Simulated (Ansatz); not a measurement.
What does this script print? It uses the Python package of Ansatz (0.2.0).

The script reads `POSCAR_hfn`:
```text
HfN
1.0
   0.00000000    2.45482200    2.45482200
   2.45482200    0.00000000    2.45482200
   2.45482200    2.45482200    0.00000000
Hf N
1 1
Direct
   0.00000000    0.00000000    0.00000000
   0.75000000    0.75000000    0.75000000
```

`fold_hfn.py`
```python
# -*- coding: utf-8 -*-
"""A supercell of HfN must give the energy of the small cell."""

import ansatz as az
from ase.io import read

atoms = read("POSCAR_hfn", format="vasp")
structure = az.Crystal.from_ase(atoms)

# the mesh shrinks as the cell grows, so that all cells sample the same points
mesh = (8, 8, 8)
rows = []
for repeats in [(1, 1, 1), (2, 1, 1)]:
    model = (
        structure.supercell(*repeats).calculation()
        .pseudopotentials("nc")
        .occupations(az.OccupationsMethod.GAUSSIAN)
        .scf(max_iterations=60)
        .mixing("broyden", ndim=12, beta=0.2)
        .functional(az.Functional.PBESOL)
        .kpoints(*(k // n for k, n in zip(mesh, repeats)))  # the mesh must be finer for metals
    )
    report = model.run(threads=1).report
    n = len(report["lattice"]["sites"])
    rows.append((repeats, n, report["free_energy_ev"] / n, report["fermi_energy_ev"], report["n_kpoints"], report["n_symmetry_ops"]))
lines = [",".join(["repeats", "atoms", "F/atom eV", "Fermi level eV", "k-points", "symmetry operations"])] + [",".join(f"{v:.4f}" if isinstance(v, float) else str(v) for v in row) for row in rows]
print("\n".join(lines))
with open("fold.csv", "w") as handle:
    handle.write("\n".join(lines) + "\n")
```

```console
$ python fold_hfn.py
DeckWarning: basis.ecutwfc = 1142.878222 eV, auto-derived from the records' recommended cutoffs: set by N (normal level)
repeats,atoms,F/atom eV,Fermi level eV,k-points,symmetry operations
(1, 1, 1),2,-909.3087,13.6850,29,24
(2, 1, 1),4,-909.3087,13.6850,35,12
```
(Warnings from the package without file and line.)

What to keep in mind:
- The settings weren't tested for convergence.
- No spin polarisation was allowed.
- The mesh is modest for a metal, so energies can be off by several to tens of meV an atom and pressures by half a GPa or more; differences at equal mesh fare better.
- Spin-orbit coupling, which matters for elements this heavy, is left out.
- This cell is a computed structure, which may not be the phase found in nature.
- The count of operations in a supercell holds its pure translations too, and an uneven repeat can lower the point group.
- Hardware and time: 24 s on 1 thread of Arm Neoverse V1 (shared host), peak memory 0.49 GiB.

(A comment or docstring line of the script was reworded after the run, the code is as it ran; lines on the test bed's own set-up are left out of the output.)
